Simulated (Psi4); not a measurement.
**AlCl3 (aluminium trichloride (monomer)): levels of theory compared**

Aim: a comparison of 5 runs (HF/STO-3G, B3LYP/6-31G*, TPSSh/6-311+G**, wB97X-V/6-311+G**) of AlCl3 (aluminium trichloride (monomer)). 

The results are computed with Psi4 1.11.

### 1 Starting point

AlCl3 has 4 atoms, charge 0, and is taken as a singlet. As SMILES, `Cl[Al](Cl)Cl`. One bond was lengthened or shortened from a relaxed shape.

Bond lengths: Cl1–Al2 2.379 Å, Al2–Cl3 2.069 Å, Al2–Cl4 2.069 Å. Angles: Cl1–Al2–Cl3 120.0°, Cl1–Al2–Cl4 120.0°, Cl3–Al2–Cl4 120.0°.

### 2 Energy and gradient at HF/STO-3G (run 1)

Input file job.in:

```
memory 2200 mb

molecule m {
  0 1
  Cl    -2.46663872    -0.23565641     3.75132368
  Al     0.00001890     0.00000000    -0.00003779
  Cl     3.29182732    -2.08631433    -0.30921589
  Cl    -1.14691258     2.29125513    -2.95282935
  units au
  symmetry c1
  no_reorient
  no_com
}

set basis STO-3G
set reference rhf
set puream true
set e_convergence 1e-09
set d_convergence 1e-08
set scf_type pk

result, w = gradient("hf", return_wfn=True)
oeprop(w, "DIPOLE", "QUADRUPOLE", "MAYER_INDICES")
print_variables()
```

Launch:

```bash
$ psi4 -i job.in -o job.out -n 1
```

job.out:

```text
[...]
  Running in c1 symmetry.
[...]
  Nuclear repulsion =  284.232422078956404
[...]
  Multiplicity = 1
[...]
  Nalpha       = 32
  Nbeta        = 32
[...]
    Number of basis functions: 36
[...]
   @RHF iter   1: -1602.83854382571099   -1.54704e+00   9.94461e-03 ADIIS/DIIS
[...]
   @RHF iter   9: -1602.99219515899540    4.54747e-13   3.51176e-09 DIIS
[...]
    Orbital Energies [Eh]
    ---------------------
    Doubly Occupied:
       1A   -103.677788     2A   -103.677787     3A   -103.607025
       4A    -58.038132     5A    -10.370078     6A    -10.370014
       7A    -10.303277     8A     -7.813396     9A     -7.813333
      10A     -7.808824    11A     -7.808711    12A     -7.808453
      13A     -7.808446    14A     -7.746329    15A     -7.742436
      16A     -7.742263    17A     -4.945411    18A     -3.175072
      19A     -3.173598    20A     -3.173117    21A     -1.044938
      22A     -1.024364    23A     -0.961242    24A     -0.554152
      25A     -0.471549    26A     -0.456858    27A     -0.447914
      28A     -0.425846    29A     -0.420864    30A     -0.393541
      31A     -0.379375    32A     -0.376901
[...]
  @RHF Final Energy: -1602.99219515899540
   => Energetics <=
    Nuclear Repulsion Energy =            284.2324220789564038
    One-Electron Energy =               -2791.3271665595975719
    Two-Electron Energy =                 904.1025493216455970
    Total Energy =                      -1602.9921951589954006
[...]
  -Total Gradient:
     Atom            X                  Y                   Z
    ------   -----------------  -----------------  -----------------
       1       -0.049881026138    -0.004765324485     0.075860382300
       2        0.042290856214     0.004040339315    -0.064318090267
       3        0.009033621311    -0.004803710441    -0.002651467424
       4       -0.001443451423     0.005528695602    -0.008890824589
[...]
 Multipole Moments:
 ------------------------------------------------------------------------------------
     Multipole            Electronic (a.u.)      Nuclear  (a.u.)        Total (a.u.)
 ------------------------------------------------------------------------------------
 L = 1.  Multiply by 2.5417464519 to convert [e a0] to [Debye]
 Dipole X            :          5.7082271           -5.4690620            0.2391651
 Dipole Y            :          0.5450011           -0.5221654            0.0228357
 Dipole Z            :         -8.6809801            8.3172422           -0.3637379
 Magnitude           :                                                    0.4359205
 L = 2.  Multiply by 1.3450342976 to convert [e a0^2] to [Debye ang]
 Quadrupole XX       :       -349.0984608          310.0093165          -39.0891443
 Quadrupole XY       :        155.5953124         -151.5444025            4.0509099
[...]
```

It took 2.8 s on 1 thread of Intel Xeon Platinum 8259CL at 2.50GHz (Skylake/Cascade Lake), shared host; peak memory 0.18 GiB.

### 3 Energy and forces at B3LYP/6-31G(d) (spherical functions) (run 2)

Input file alcl3.xyz:

```xyz
4
AlCl3
Cl    -1.305289    -0.124704     1.985115
Al     0.000010     0.000000    -0.000020
Cl     1.741960    -1.104030    -0.163630
Cl    -0.606920     1.212480    -1.562570
```

Input file job.py:

```python
import psi4

psi4.set_memory('2200 MB')
psi4.set_num_threads(1)
psi4.set_output_file('run.log', False)

with open('alcl3.xyz') as f:
    atoms = ''.join(f.readlines()[2:])
m = psi4.geometry('0 1\n' + atoms + 'symmetry c1\nno_reorient\nno_com')

options = {'basis': '6-31G*', 'puream': True, 'e_convergence': 1e-09, 'd_convergence': 1e-08, 'scf_type': 'pk', 'dft_radial_points': 99, 'dft_spherical_points': 590}
psi4.set_options(options)

e_tot = psi4.gradient("b3lyp")
print('gradient / Eh bohr^-1')
print(e_tot.np.round(6))
```

Launch:

```bash
$ python job.py
```

run.log:

```text
[...]
  Running in c1 symmetry.
[...]
  Nuclear repulsion =  284.232421928588565
[...]
  Multiplicity = 1
[...]
  Nalpha       = 32
  Nbeta        = 32
[...]
    Number of basis functions: 72
[...]
   @RKS iter   1: -1623.12415100344765   -2.21511e-01   4.91109e-03 ADIIS/DIIS
[...]
   @RKS iter  10: -1623.20399812905725   -4.54747e-12   1.81441e-09 DIIS
[...]
    Orbital Energies [Eh]
    ---------------------
    Doubly Occupied:
       1A   -101.550709     2A   -101.550705     3A   -101.524109
       4A    -56.167561     5A     -9.484853     6A     -9.484837
       7A     -9.453969     8A     -7.244520     9A     -7.244497
      10A     -7.240056    11A     -7.240040    12A     -7.239212
      13A     -7.239212    14A     -7.214704    15A     -7.209064
      16A     -7.208482    17A     -4.253835    18A     -2.809886
      19A     -2.805391    20A     -2.804967    21A     -0.856555
      22A     -0.844541    23A     -0.799261    24A     -0.475463
      25A     -0.417278    26A     -0.392572    27A     -0.378898
      28A     -0.361365    29A     -0.359657    30A     -0.354424
      31A     -0.325091    32A     -0.319985
[...]
  @RKS Final Energy: -1623.20399812905725
   => Energetics <=
    Nuclear Repulsion Energy =            284.2324219285885647
    One-Electron Energy =               -2809.8768204606071777
    Two-Electron Energy =                 985.8240126444671887
    DFT Exchange-Correlation Energy =     -83.3836122415059435
    Empirical Dispersion Energy =           0.0000000000000000
    VV10 Nonlocal Energy =                  0.0000000000000000
    Total Energy =                      -1623.2039981290572541
[...]
 Multipole Moments:
 ------------------------------------------------------------------------------------
     Multipole            Electronic (a.u.)      Nuclear  (a.u.)        Total (a.u.)
 ------------------------------------------------------------------------------------
 L = 1.  Multiply by 2.5417464519 to convert [e a0] to [Debye]
 Dipole X            :          5.7807581           -5.4690620            0.3116960
 Dipole Y            :          0.5519370           -0.5221653            0.0297717
 Dipole Z            :         -8.7912847            8.3172421           -0.4740426
 Magnitude           :                                                    0.5681172
[...]
  -Total Gradient:
     Atom            X                  Y                   Z
    ------   -----------------  -----------------  -----------------
       1       -0.029076665524    -0.002777762603     0.044220543537
       2        0.029596383092     0.002827601283    -0.045011731399
       3       -0.003224212194     0.002898882377    -0.001370494687
       4        0.002704839541    -0.002948688237     0.002161159705
[...]
```

Standard output:

```text
gradient / Eh bohr^-1
[[-0.029077 -0.002778  0.044221]
 [ 0.029596  0.002828 -0.045012]
 [-0.003224  0.002899 -0.00137 ]
 [ 0.002705 -0.002949  0.002161]]
```

Wall time 17 s (1 thread of Intel Xeon Platinum 8259CL at 2.50GHz (Skylake/Cascade Lake), shared host); peak memory 0.58 GiB.

Runs 3 to 4 aren't shown in full; the table further down has their settings and results.

### 4 A single-point energy at wB97X-V/6-311+G(d,p) (run 5)

Input file run.py:

```python
import psi4

psi4.set_memory(2200000000)
psi4.set_num_threads(1)
psi4.set_output_file('output.dat', False)

mol = psi4.geometry("""
0 1
Cl    -1.305289    -0.124704     1.985115
Al     0.000010     0.000000    -0.000020
Cl     1.741960    -1.104030    -0.163630
Cl    -0.606920     1.212480    -1.562570
symmetry c1
""")

options = {'puream': True, 'e_convergence': 1e-09, 'd_convergence': 1e-08, 'scf_type': 'pk', 'dft_radial_points': 99, 'dft_spherical_points': 590}
psi4.set_options(options)

e, wfn = psi4.energy('wb97x-v/6-311+G**', molecule=mol, return_wfn=True)
print('E =', round(e, 9))
for k, v in sorted(psi4.core.scalar_variables().items()):
    print(f'{k:45s} {v:18.10f}')
```

Launch:

```bash
$ python run.py
```

output.dat:

```text
[...]
  Running in c1 symmetry.
[...]
  Nuclear repulsion =  284.232421928588565
[...]
  Multiplicity = 1
[...]
  Nalpha       = 32
  Nbeta        = 32
[...]
    Number of basis functions: 120
[...]
   @RKS iter   1: -1622.93858337570714   -5.09882e-01   3.46212e-03 DIIS/ADIIS
[...]
   @RKS iter  11: -1623.00921143091318   -6.13909e-12   2.57708e-09 DIIS
[...]
    Orbital Energies [Eh]
    ---------------------
    Doubly Occupied:
       1A   -101.566552     2A   -101.566552     3A   -101.537684
       4A    -56.185478     5A     -9.591815     6A     -9.591804
       7A     -9.559524     8A     -7.345914     9A     -7.345913
      10A     -7.341244    11A     -7.341243    12A     -7.340400
      13A     -7.340399    14A     -7.314747    15A     -7.308673
      16A     -7.308117    17A     -4.367402    18A     -2.915927
      19A     -2.910442    20A     -2.910237    21A     -0.988341
      22A     -0.974535    23A     -0.929250    24A     -0.587574
      25A     -0.523146    26A     -0.502513    27A     -0.487981
      28A     -0.467349    29A     -0.462086    30A     -0.460808
      31A     -0.431495    32A     -0.425977
[...]
  @RKS Final Energy: -1623.00921143091318
   => Energetics <=
    Nuclear Repulsion Energy =            284.2324219285885647
    One-Electron Energy =               -2809.4109924771564692
    Two-Electron Energy =                 979.9651545099993655
    DFT Exchange-Correlation Energy =     -78.0625625396530438
    Empirical Dispersion Energy =           0.0000000000000000
    VV10 Nonlocal Energy =                  0.2667671473086374
    Total Energy =                      -1623.0092114309131830
[...]
 Multipole Moments:
 ------------------------------------------------------------------------------------
     Multipole            Electronic (a.u.)      Nuclear  (a.u.)        Total (a.u.)
 ------------------------------------------------------------------------------------
 L = 1.  Multiply by 2.5417464519 to convert [e a0] to [Debye]
 Dipole X            :          0.3395536           -0.0099814            0.3295722
 Dipole Y            :          0.0324314           -0.0009528            0.0314786
 Dipole Z            :         -0.5164106            0.0151806           -0.5012300
 Magnitude           :                                                    0.6006998
[...]
```

On the terminal:

```text
E = -1623.009211431
CURRENT ENERGY                                  -1623.0092114309
CURRENT REFERENCE ENERGY                        -1623.0092114309
DD SOLVATION ENERGY                                 0.0000000000
DFT FUNCTIONAL TOTAL ENERGY                     -1623.0092114309
DFT TOTAL ENERGY                                -1623.0092114309
DFT VV10 ENERGY                                     0.2667671473
DFT XC ENERGY                                     -78.0625625397
GRID ELECTRONS ALPHA                               32.0000012568
GRID ELECTRONS BETA                                32.0000012568
GRID ELECTRONS TOTAL                               64.0000025136
NUCLEAR REPULSION ENERGY                          284.2324219286
ONE-ELECTRON ENERGY                             -2809.4109924772
PCM POLARIZATION ENERGY                             0.0000000000
PE ENERGY                                           0.0000000000
SCF ITERATION ENERGY                            -1623.0092114309
SCF ITERATIONS                                     11.0000000000
SCF TOTAL ENERGY                                -1623.0092114309
TWO-ELECTRON ENERGY                               979.9651545100
XC GRID RADIAL POINTS                              99.0000000000
XC GRID SPHERICAL POINTS                          590.0000000000
XC GRID TOTAL POINTS                           225883.0000000000
```

Wall time 66 s (1 thread of Intel Xeon Platinum 8259CL at 2.50GHz (Skylake/Cascade Lake), shared host); peak memory 0.94 GiB.

### 5 Overview of the runs

```csv
run,level,integration grid,Cartesian functions,energy (Eh),dipole moment (D),HOMO energy (eV),LUMO energy (eV),wall time
1,HF/STO-3G,–,no,-1602.992195,1.11,-10.26,4.05,2.8 s
2,B3LYP/6-31G* (spherical functions),99 radial × 590 angular,no,-1623.203998,1.44,-8.71,-2.54,17 s
3,B3LYP/6-31G* (Cartesian functions),99 radial × 590 angular,yes,-1623.215211,1.45,-8.71,-2.54,16 s
4,TPSSh/6-311+G**,99 radial × 590 angular,no,-1623.313260,1.47,-8.38,-2.81,51 s
5,wB97X-V/6-311+G**,99 radial × 590 angular,no,-1623.009211,1.53,-11.59,-0.54,66 s
```

### 6 Outcome

| quantity | value |
| --- | --- |
| run 5: total energy | -1623.00921 Eh |
| run 5: dipole moment | 1.53 D |
| run 5: HOMO energy | -11.59 eV |
| run 5: LUMO energy | -0.54 eV |
| run 5: HOMO–LUMO gap | 11.05 eV |

What this shows: The dipole moment (its size) runs from 1.11 D (HF/STO-3G) to 1.53 D (wB97X-V/6-311+G**). The two ends differ in method and basis. The HOMO–LUMO gap runs from 5.58 eV (TPSSh/6-311+G**) to 14.31 eV (HF/STO-3G). Totals of different functionals can't be ranked against each other. In run 1 the basis is minimal, so the values are rough. All runs together took 2.6 min, the longest 66 s.
